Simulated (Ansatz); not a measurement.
# EuZn2Ga2 (I4/mmm): the equilibrium volume, part 1 of 2

At what volume is EuZn2Ga2 (I4/mmm) free of pressure?

Computed with Ansatz 0.2.0 (DFT PBEsol, scalar-relativistic, plane waves, PAW, unless a step's input says otherwise).

### 1 The system as given

The structure is tetragonal, space group I4/mmm (No. 139). The conventional cell has a = 4.266 Å, b = 4.266 Å, c = 10.767 Å, α = 90.00°, β = 90.00°, γ = 90.00°. Around Eu (site symmetry 4/mmm) lie 8 Zn at 3.26 Å and 8 Ga at 3.43 Å. Ga (site symmetry -4m2) has 4 Zn at 2.58 Å in its first shell of neighbours. Zn (site symmetry 4mm) is surrounded by 1 Zn at 2.47 Å and 4 Ga at 2.58 Å.

As a file:

```cif
data_structure
_symmetry_space_group_name_H-M 'I4/mmm'
_symmetry_Int_Tables_number 139
_cell_length_a 4.2660
_cell_length_b 4.2660
_cell_length_c 10.7673
_cell_angle_alpha 90.000
_cell_angle_beta 90.000
_cell_angle_gamma 90.000
_cell_volume 195.95
loop_
_atom_site_label
_atom_site_type_symbol
_atom_site_symmetry_multiplicity
_atom_site_Wyckoff_symbol
_atom_site_fract_x
_atom_site_fract_y
_atom_site_fract_z
_atom_site_occupancy
Eu1 Eu 2 a 0.00000 0.00000 0.00000 1
Ga1 Ga 4 d 0.00000 0.50000 0.25000 1
Zn1 Zn 4 e 0.50000 0.50000 0.11450 1
```

Starting moments: Eu 7.00 μB.

### 2 The first run (PBEsol, 6×6×6 mesh)

File input.yaml:

```yaml
crystal:
  lattice:
    - [-2.13297648, 2.13297648, 5.38365905]
    - [2.13297648, -2.13297648, 5.38365905]
    - [2.13297648, 2.13297648, -5.38365905]
  atoms:
    - { symbol: Eu, position: [0.0, 0.0, 0.0], spin: 7.0 }
    - { symbol: Ga, position: [0.75, 0.25, 0.5] }
    - { symbol: Ga, position: [0.25, 0.75, 0.5] }
    - { symbol: Zn, position: [0.61449935, 0.61449935, 0.0] }
    - { symbol: Zn, position: [0.38550065, 0.38550065, 0.0] }
basis:
  ecutwfc: 420
kpoints:
  mp_grid: { grid: [6, 6, 6] }
hamiltonian:
  xc: pbesol
scf:
  occupations: { method: gaussian, width: 0.1 }
  lower_state_search: "off"
output:
  forces: true
  stress: true
  eigenvalues: true
  populations: true
  hubbard: { sites: [{ species: Eu, l: f }] }
magnetization:
  spin_polarized: true
```

Launch:

```console
$ ansatz run input.yaml --threads 8 --pin off --max-ram 14336MiB --backend cpu --events-out ev --progress --plain --runs-dir out
```

Log:

```text
Warning: RAYON_NUM_THREADS=8 ignored (pool sized by the plan → 8); use --threads N
basis.fft_grid_basis auto: the FFT boxes are laid along the combinations [[1, 0, 1], [0, 1, 1], [0, 0, 1]] of the cell's own vectors, 4.266, 4.266 and 6.171 Å long. The dense box has 30×30×45 points. Along the cell's own vectors, as sized, it would have 45×45×45, 2.25 times as many. Of the 16 symmetry operations that the crystal satisfies within crystal.symmetry.tolerance (time reversal apart; of a slab, those that keep its plane) the dense box along the cell's own vectors carries 16, and the one as laid loses 12 of those. basis.fft_grid_basis: typed keeps the cell's own vectors: state it where this run's energies or levels are differenced outside the engine with another run's, or held beside a run that keeps those vectors.
Eu: projections on atomic orbitals take those of the free atom [Kr 4d10] 4f7 5s2 5p6 5d0 6s2, of charge +0.00 (hamiltonian.pseudopotentials.projection_atoms); the dataset's partial waves leave at most 1.0e-3 of an orbital's norm unspanned inside its sphere
Engine: ansatz 0.2.0, aarch64-unknown-linux-gnu
Pseudopotentials: kind: paw
Pseudopotential: Eu, paw, valence charge 17, recommended cutoff 420 eV (normal), Eu.paw.azcp
Pseudopotential: Ga, paw, valence charge 13, recommended cutoff 420 eV (normal), Ga.paw.azcp
Pseudopotential: Zn, paw, valence charge 12, recommended cutoff 420 eV (normal), Zn.paw.azcp
Functional definition: PBEsol
  exchange = pbesol_x
  correlation = pbesol_c
Crystal: 5 atoms, lattice volume = 97.974 Å³
Basis set: ecut = 420 eV, 1945 PW (Γ), FFT grids on a1+a3, a2+a3, a3, exchange–correlation on 60×60×90 points (8 copies of the dense FFT grid, shifted against one another)
Bands: 45, of which v1, the nominal top of the filled ones, is band 34 counted from 1 (33 counted from 0)
Symmetry: 16 space group operations
Space group: I4/mmm (ITA 139), of the structure as read, at distance tolerance 4.6e-5 Å
Magnetic group: BNS 139.531 (UNI 1191), of the structure as read, at distance tolerance 4.6e-5 Å
k-points: 30 of 216
Non-local potential: Eu, projectors of the file, l = 0: 3, l = 1: 2, l = 2: 2, l = 3: 3
Non-local potential: Ga, projectors of the file, l = 0: 2, l = 1: 2, l = 2: 3, l = 3: 1
Non-local potential: Zn, projectors of the file, l = 0: 2, l = 1: 2, l = 2: 3, l = 3: 1
PAW form: soft (Blöchl's): semilocal exchange-correlation on the pseudo side does not see the compensation charge
PAW frozen core: Eu, regenerated for the run's functional, and the local potential with it (the file was generated under x = pbe(κ = 0.804, μ = 0.2195149727645171), c = pbe(β = 0.06672455060314922))
PAW frozen core: Ga, regenerated for the run's functional, and the local potential with it (the file was generated under x = pbe(κ = 0.804, μ = 0.2195149727645171), c = pbe(β = 0.06672455060314922))
PAW frozen core: Zn, regenerated for the run's functional, and the local potential with it (the file was generated under x = pbe(κ = 0.804, μ = 0.2195149727645171), c = pbe(β = 0.06672455060314922))
PAW one-centre angular grid: Eu, 590 points (default); XC on 64 Gauss nodes
PAW one-centre angular grid: Ga, 590 points (default); XC on 64 Gauss nodes
PAW one-centre angular grid: Zn, 590 points (default); XC on 64 Gauss nodes
Initial density: superposition of atomic densities (chi_scale 0.1, normalization cell)
Starting moments: Σ|m| = 7 μB on 1 of 5 sites
Initial wavefunctions: pseudopotential atomic-orbital guess
Functional: x = pbesol(κ = 0.804, μ = 0.12345679012345678), c = pbesol(β = 0.046)
SCF iter   1: F=—  HF=-22713.541178 eV  |F-HF|=—  |Δ(HF+E_count)|=         —  Δρ=2.07e-1 (↑2.07e-1 ↓1.56e-1)  dr2=6.14e0  dr2_m=2.88e1  M=7.606 μB ∫|m|=7.646 μB  β_m=1.00  ethr=3.10e-3  ⟨swp⟩=6.2  Hψ=11399  notcnv=0  defer=3
preconditioner: auto → Kerker (q_TF=auto, 2.561 Å⁻¹)  [metal: Δε(μ)=0.027 eV  Ē_g=11.317 eV  σ=0.100 eV  W_gap=0.15  n_scr=32 (ndim 8)  ℏωp=30.2 eV  f_vac=0.000  D(μ)=1.71/eV (n_scr^D=10)]
spin=Collinear: Kerker preconditioning applied to the charge; magnetization (m = ρ↑ − ρ↓) channel mixes plain (no charge-response kernel on spin).
SCF iter   2: F=—  HF=-22706.168790 eV  |F-HF|=—  |Δ(HF+E_count)|=    7.37e0  Δρ=2.47e-2 (↑2.47e-2 ↓1.97e-2)  dr2=6.86e-1  dr2_m=3.12e-1  M=7.166 μB ∫|m|=7.255 μB  β_m=1.00  ethr=3.10e-3  ⟨swp⟩=3.2  Hψ=7118  notcnv=0  defer=172
SCF iter   3: F=—  HF=-22709.212365 eV  |F-HF|=—  |Δ(HF+E_count)|=    3.04e0  Δρ=9.93e-3 (↑9.93e-3 ↓8.10e-3)  dr2=3.36e-1  dr2_m=7.10e-3  M=7.048 μB ∫|m|=7.145 μB  β_m=1.00  ethr=1.02e-3  ⟨swp⟩=2.3  Hψ=4640  notcnv=0  defer=173
SCF iter   4: F=—  HF=-22711.922160 eV  |F-HF|=—  |Δ(HF+E_count)|=    2.71e0  Δρ=4.14e-2 (↑4.14e-2 ↓4.90e-3)  dr2=1.50e0  dr2_m=4.36e-1  M=6.519 μB ∫|m|=6.651 μB  β_m=0.30  ethr=5.01e-4  ⟨swp⟩=2.8  Hψ=5428  notcnv=0  defer=175
SCF iter   5: F=—  HF=-22713.401650 eV  |F-HF|=—  |Δ(HF+E_count)|=    1.48e0  Δρ=5.77e-3 (↑5.77e-3 ↓3.50e-3)  dr2=5.22e-2  dr2_m=6.21e-3  M=6.817 μB ∫|m|=6.926 μB  β_m=1.00  ethr=5.01e-4  ⟨swp⟩=2.1  Hψ=4803  notcnv=0  defer=176
SCF iter   6: F=—  HF=-22714.139824 eV  |F-HF|=—  |Δ(HF+E_count)|=   7.38e-1  Δρ=9.13e-3 (↑9.13e-3 ↓2.43e-3)  dr2=6.00e-2  dr2_m=2.27e-2  M=6.955 μB ∫|m|=7.042 μB  β_m=1.00  ethr=7.79e-5  ⟨swp⟩=2.0  Hψ=5001  notcnv=0  defer=176
SCF iter   7: F=—  HF=-22714.453479 eV  |F-HF|=—  |Δ(HF+E_count)|=   3.14e-1  Δρ=8.38e-3 (↑8.38e-3 ↓1.73e-3)  dr2=8.37e-2  dr2_m=1.19e-2  M=6.972 μB ∫|m|=7.053 μB  β_m=1.00  ethr=7.79e-5  ⟨swp⟩=2.2  Hψ=3938  notcnv=0  defer=176
SCF iter   8: F=—  HF=-22714.596600 eV  |F-HF|=—  |Δ(HF+E_count)|=   1.43e-1  Δρ=3.57e-3 (↑3.57e-3 ↓1.35e-3)  dr2=1.70e-2  dr2_m=2.16e-3  M=6.917 μB ∫|m|=7.006 μB  β_m=1.00  ethr=7.79e-5  ⟨swp⟩=2.3  Hψ=4871  notcnv=0  defer=176
SCF iter   9: F=—  HF=-22714.653532 eV  |F-HF|=—  |Δ(HF+E_count)|=   5.69e-2  Δρ=1.38e-3 (↑1.38e-3 ↓6.36e-4)  dr2=2.86e-3  dr2_m=3.08e-4  M=6.891 μB ∫|m|=6.985 μB  β_m=0.30  ethr=2.53e-5  ⟨swp⟩=2.0  Hψ=4042  notcnv=0  defer=176
Mixer restart at iter 9: flushing history
spin-set hold released at iteration 9 (site moments contracting): the magnetisation degrees of freedom join the quasi-Newton model from the next iteration; the mixer history was flushed
SCF iter  10: F=—  HF=-22714.676197 eV  |F-HF|=—  |Δ(HF+E_count)|=   2.27e-2  Δρ=2.18e-3 (↑2.18e-3 ↓6.40e-4)  dr2=2.87e-3  dr2_m=1.71e-3  M=6.853 μB ∫|m|=6.952 μB  β_m=0.43  ethr=4.27e-6  ⟨swp⟩=2.1  Hψ=5008  notcnv=0  defer=176
SCF iter  11: F=—  HF=-22714.700559 eV  |F-HF|=—  |Δ(HF+E_count)|=   2.44e-2  Δρ=9.22e-3 (↑9.22e-3 ↓8.07e-4)  dr2=9.05e-2  dr2_m=1.77e-2  M=6.977 μB ∫|m|=7.057 μB  β_m=0.17  ethr=4.27e-6  ⟨swp⟩=2.2  Hψ=4981  notcnv=0  defer=176  recentre
SCF iter  12: F=—  HF=-22714.692675 eV  |F-HF|=—  |Δ(HF+E_count)|=   7.88e-3  Δρ=9.61e-4 (↑9.61e-4 ↓4.84e-4)  dr2=3.04e-4  dr2_m=4.55e-4  M=6.866 μB ∫|m|=6.963 μB  β_m=0.41  ethr=4.27e-6  ⟨swp⟩=2.3  Hψ=5055  notcnv=0  defer=175
SCF iter  13: F=—  HF=-22714.698842 eV  |F-HF|=—  |Δ(HF+E_count)|=   6.17e-3  Δρ=1.47e-3 (↑1.47e-3 ↓1.80e-4)  dr2=1.76e-3  dr2_m=5.81e-4  M=6.856 μB ∫|m|=6.954 μB  β_m=0.68  ethr=4.54e-7  ⟨swp⟩=2.0  Hψ=5127  notcnv=0  defer=174
SCF iter  14: F=—  HF=-22714.698767 eV  |F-HF|=—  |Δ(HF+E_count)|=   7.42e-5  Δρ=1.23e-4 (↑1.23e-4 ↓2.25e-5)  dr2=2.13e-5  dr2_m=2.79e-6  M=6.868 μB ∫|m|=6.965 μB  β_m=0.62  ethr=4.54e-7  ⟨swp⟩=2.0  Hψ=2856  notcnv=0  defer=174
SCF iter  15: F=—  HF=-22714.698764 eV  |F-HF|=—  |Δ(HF+E_count)|=   3.87e-6  Δρ=4.21e-5 (↑4.21e-5 ↓1.04e-5)  dr2=1.47e-6  dr2_m=4.46e-7  M=6.870 μB ∫|m|=6.967 μB  β_m=0.72  ethr=3.19e-8  ⟨swp⟩=1.1  Hψ=2615  notcnv=0  defer=174
SCF iter  16: F=—  HF=-22714.698764 eV  |F-HF|=—  |Δ(HF+E_count)|=   9.66e-8  Δρ=3.54e-5 (↑3.54e-5 ↓7.00e-6)  dr2=1.28e-6  dr2_m=2.66e-7  M=6.870 μB ∫|m|=6.967 μB  β_m=0.86  ethr=2.19e-9  ⟨swp⟩=2.1  Hψ=4021  notcnv=0  defer=174
SCF iter  17: F=—  HF=-22714.698764 eV  |F-HF|=—  |Δ(HF+E_count)|=   5.68e-8  Δρ=7.64e-6 (↑7.64e-6 ↓3.91e-6)  dr2=1.16e-7  dr2_m=6.82e-9  M=6.870 μB ∫|m|=6.967 μB  β_m=0.76  ethr=1.91e-9  ⟨swp⟩=2.5  Hψ=4384  notcnv=0  defer=174
SCF iter  18: F=-22714.698763 eV  HF=-22714.698764 eV  |F-HF|=7.78e-8  |Δ(HF+E_count)|=   1.33e-8  Δρ=9.12e-6 (↑9.12e-6 ↓1.70e-6)  dr2=8.21e-8  dr2_m=1.91e-8  M=6.870 μB ∫|m|=6.967 μB  ethr=1.49e-10  ⟨swp⟩=11.6  Hψ=12766  notcnv=0
SCF 1 converged in 18 iterations: F = -22714.698763 eV  dr2 = 8.21e-8
SCF converged after 18 iterations
Magnetization: 6.8701 μB (36.9351 up, 30.0649 down)
Absolute magnetization: 6.9637 μB (∫|ρ↑−ρ↓|, with the PAW one-centre terms)
Spin contamination: 0.0829 ħ² per cell (⟨S²⟩ above its minimum at these occupations)
Per-site moments (μB) at R_I (Å): [(6.705695187559957, 1.3442120435498004), (-0.006455653711536837, 1.0659918845096157), (-0.006455653711536896, 1.0659918845096157), (-0.005419045550162674, 1.0171020120469187), (-0.005419045550162348, 1.0171020120469187)]
Free energy (F): -22714.698763 eV
Harris-Foulkes:  -22714.698764 eV  (|F-HF|=7.78e-8)
Internal energy: -22714.681199 eV  (E = F + TS)
E sigma→0 (E₀):  -22714.689981 eV
Entropy (-TS):   -0.017564 eV (-3.513 meV/atom)
Fermi energy:    10.743278 eV
--- Per-component energies (eV) ---
  E_band       = 46.789692
  E_kinetic    = 849.538512
  E_local      = -8665.280053  (includes V_loc(G=0)·N_el)
  E_nonlocal   = 2535.246146
  E_hartree    = 3782.883802
  E_xc         = -589.611717
  E_vxc        = -430.109252  (∫ρ·V_xc dr)
  E_paw        = -13749.436708  (= ΣΔE_a)
  E_vpaw       = -1808.376684  (= ΣTr[D̂ρ^β])
  E_aug_tail   = -0.000959  (compensation charges beyond the density's cutoff)
  E_ewald      = -6881.927718
  E_core_change = 3.907497  (= ΣΔE_core)
  E_smearing   = -0.017564  (= −TS)
  E_closure    = -0.000000  (closes the sum)
  Σ components = -22714.698763   (vs F -22714.698763, Δ=0.00e0)
--- Forces (eV/Å), atoms counted from 1 ---
  atom   1  Eu    -0.00000000     0.00000000     0.00000000
  atom   2  Ga     0.00000000    -0.00000000     0.00000000
  atom   3  Ga    -0.00000000    -0.00000000     0.00000000
  atom   4  Zn     0.00000000     0.00000000    -0.09870499
  atom   5  Zn     0.00000000     0.00000000     0.09870499
  max |Σ_I F_I| component: 6.94e-17 eV/Å
--- Stress (GPa, compression-positive) ---
       -2.746514       0.000000       0.000000
        0.000000      -2.746514       0.000000
        0.000000       0.000000      -3.266012
  P = ⅓ Tr σ = -2.9197 GPa (-29.197 kbar)
--- Band table (eV; the first three rows and the last of 60) ---
  k-point 0 ↑: bands = ["-30.3727", "-9.1548", "-9.0417", "-9.0417", "-3.9854", "-3.9637", "-3.8559", "-3.8529", "-3.8529", "-3.7664", "-3.7664", "-3.7596", "-3.7184", "-3.6577", "0.9353", "3.2904", "3.4471", "3.4598", "3.4598", "3.4707", "3.6109", "3.6776", "3.6776", "3.7082", "3.7806", "7.1415", "7.2818", "9.0978", "9.3172", "9.3172", "10.4316", "10.4316", "10.4794", "10.4794", "10.4855", "10.5012", "10.6393", "10.9457", "13.4131", "13.4131", "13.4287", "14.4782", "15.0740", "15.6572", "15.6572"]
  k-point 1 ↑: bands = ["-30.3710", "-9.1483", "-9.0715", "-9.0663", "-3.9539", "-3.9334", "-3.8594", "-3.8304", "-3.8288", "-3.7920", "-3.7788", "-3.7656", "-3.7422", "-3.6926", "1.3937", "3.2881", "3.3995", "3.4403", "3.4580", "3.5172", "3.6201", "3.6472", "3.6871", "3.7291", "3.8184", "6.9691", "7.0756", "7.5543", "9.2695", "10.2825", "10.3055", "10.4702", "10.4808", "10.4843", "10.4877", "10.4911", "10.5066", "11.1337", "12.3557", "13.9364", "14.0570", "14.3664", "15.0679", "15.5417", "15.7469"]
  k-point 2 ↑: bands = ["-30.3677", "-9.1366", "-9.1219", "-9.1151", "-3.9152", "-3.8726", "-3.8726", "-3.8461", "-3.8415", "-3.8188", "-3.7828", "-3.7611", "-3.7538", "-3.7101", "2.5202", "3.2576", "3.3049", "3.4571", "3.5163", "3.6046", "3.6299", "3.7009", "3.7758", "3.7934", "3.8848", "5.8447", "6.4550", "7.1413", "9.2451", "9.3402", "9.5818", "10.4309", "10.4565", "10.4613", "10.5073", "10.5153", "10.5177", "10.5374", "12.4689", "14.2903", "14.3192", "14.4739", "15.3030", "16.1474", "16.8283"]
  k-point 29 ↓: bands = ["-27.3716", "-6.9692", "-6.8004", "-6.8004", "-3.9882", "-3.9708", "-3.8594", "-3.8594", "-3.8557", "-3.7671", "-3.7671", "-3.7623", "-3.7216", "-3.6602", "1.6049", "3.2270", "3.3300", "3.3519", "3.3519", "3.5976", "3.6228", "3.7013", "3.8125", "3.8125", "3.9139", "4.4094", "8.8667", "9.4873", "9.4873", "11.4880", "12.5525", "13.3339", "13.3339", "13.5930", "13.8581", "14.1308", "14.7899", "14.7899", "15.0561", "15.2321", "15.2321", "15.4504", "15.8129", "15.8783", "16.3193"]
--- Löwdin populations: 5 sites ---
  site symbol       q [e]    m [muB]
     0     Eu     17.3431     6.9198
     1     Ga     13.8399    -0.0109
     2     Ga     13.8399    -0.0109
     3     Zn     10.7860    -0.0146
     4     Zn     10.7860    -0.0146
  spilling = 0.006045 (of n_electrons = 67.000000)
--- Occupation matrices: 1 shell (Löwdin-built; ε = 2.00e-2, provisional) ---
  Eu0 f_4F: site group D4h (4/mmm)
  Eu0 f_4F up     Tr n = 6.7512  λ = 0.945 0.951 0.951 0.965 0.968 0.985 0.985  [7× z3 0.14 Eu(0.57)]
  Eu0 f_4F dn     Tr n = 0.0302  λ = 0.003 0.003 0.004 0.005 0.005 0.006 0.006  [7× z3 0.14 Eu(0.57)]
  Tr n, λ and their labels are of the run-group-symmetrised matrices; stabiliser: 16 of 32 elements of G0×{1,Θ} (closed), max defect 2.7e-15 at τ = 4.2e-3
```

Run time: 4.8 s. Hardware: 8 threads of Arm Neoverse V2, shared host; peak memory 0.68 GiB.

This gives: volume 19.595 Å³/atom, pressure -2.92 GPa, a metal on this mesh, spin moments in the atoms' spheres Eu 6.71 μB.

(Continued in part 2 of 2.)
